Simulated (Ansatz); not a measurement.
Run this with the Python package of Ansatz (0.2.0) and show what comes out.

`baoso3.cif`
```cif
data_BaOsO3
_cell_length_a 4.064230
_cell_length_b 4.064230
_cell_length_c 4.064230
_cell_angle_alpha 90.00000
_cell_angle_beta 90.00000
_cell_angle_gamma 90.00000
_symmetry_space_group_name_H-M 'P 1'
_symmetry_Int_Tables_number 1
loop_
_symmetry_equiv_pos_as_xyz
'x, y, z'
loop_
_atom_site_label
_atom_site_type_symbol
_atom_site_fract_x
_atom_site_fract_y
_atom_site_fract_z
Ba1 Ba    0.000000    0.000000    0.000000
Os2 Os    0.500000    0.500000    0.500000
O3 O    0.000000    0.500000    0.500000
O4 O    0.500000    0.000000    0.500000
O5 O    0.500000    0.500000    0.000000
```

`baoso3.py`:
```python
import warnings

import ansatz as az
from ase.io import read
import numpy as np


def count_gap(report):
    # lowest empty less highest filled band, counting bands; zero where they overlap
    return max(report.get('gap_by_band_count_ev') or 0.0, 0.0)

warnings.simplefilter('ignore', az.DeckWarning)

atoms = read('baoso3.cif')
crystal = az.Crystal.from_ase(atoms)

job = (
    crystal.calculation()
    .occupations('fermi_dirac', width=0.1)
    .kpoints(6)
    .scf(tolerance=1e-09)
    .basis(450)
    .functional('PBEsol')
    .band_table()
)
rows = []
for u in [2.0, 4.0, 6.0, 8.0]:
    summary = job.hubbard('Os', 'd', u_eff=u).run().report
    shell = summary['hubbard']['n_scf']
    rows.append((u, count_gap(summary), sum(shell) / len(shell), summary['n_iterations']))
print('      U_eff eV  gap by band count eV  Os d occupation (projector)      iterations')
for row in rows:
    print(f'{str(row[0]):>14s}  {row[1]:20.3f}  {row[2]:27.4f}  {row[3]:14d}')
```

```console
$ python baoso3.py
      U_eff eV  gap by band count eV  Os d occupation (projector)      iterations
           2.0                 0.000                       6.2494              10
           4.0                 0.000                       6.2752              10
           6.0                 0.000                       6.3016              10
           8.0                 0.000                       6.3278              10
```

No spin polarisation was allowed. The mesh is modest for a metal, so energies can be off by several to tens of meV an atom and pressures by half a GPa or more; differences at equal mesh fare better. A gap by band count of zero or less means overlapping bands, a metal. A Hubbard U without spin forces both spins into the same orbitals, which can open a gap or pick a state that a spin-polarised run wouldn't. The structure comes from a database of computed cells and needn't be a stable or known phase. Levels are Kohn-Sham eigenvalues on this mesh, without spin-orbit coupling. Shell occupations and the effect of U depend on the projectors; a run with no .spin step is spin-unpolarised, and each U may end in a state that isn't the lowest. The script silences the warnings on its input, which a real study should read. Timing: 19 s on 1 thread of Arm Neoverse V1 (shared host), peak memory 0.5 GiB.
